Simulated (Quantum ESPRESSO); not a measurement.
A Quantum ESPRESSO 7.5 run (PBE) on a crystal of composition BN lists these optical modes at the zone centre:

| symmetry | cm⁻¹ | components | active in |
| --- | --- | --- | --- |
| E2g | 45 | 2 | Raman |
| B1g | 121 | 1 | silent |
| A2u | 752 | 1 | IR |
| B1g | 804 | 1 | silent |
| E2g | 1362 | 2 | Raman |
| E1u | 1362 | 2 | IR |

Question: How many atoms does the primitive cell hold, does the crystal have a centre of inversion, and what is its point group?

Answer: 9 optical and 3 acoustic modes make 4 atoms. The labels g and u show a centre of inversion, so no mode is both infrared and Raman active. The point group is 6/mmm (space group P6_3/mmc, No. 194).

The cell:

```xyz
4
Lattice="2.5040 0.0000 0.0000 -1.2520 2.1685 0.0000 0.0000 0.0000 6.6600" Properties=species:S:1:pos:R:3 pbc="T T T"
B     0.0000    1.4457    1.6650
B     1.2520    0.7228    4.9950
N     0.0000    1.4457    4.9950
N     1.2520    0.7228    1.6650
```

Caveat: on a mesh that holds Γ this program's dielectric tensor can be off by some percent beyond the error of the mesh.
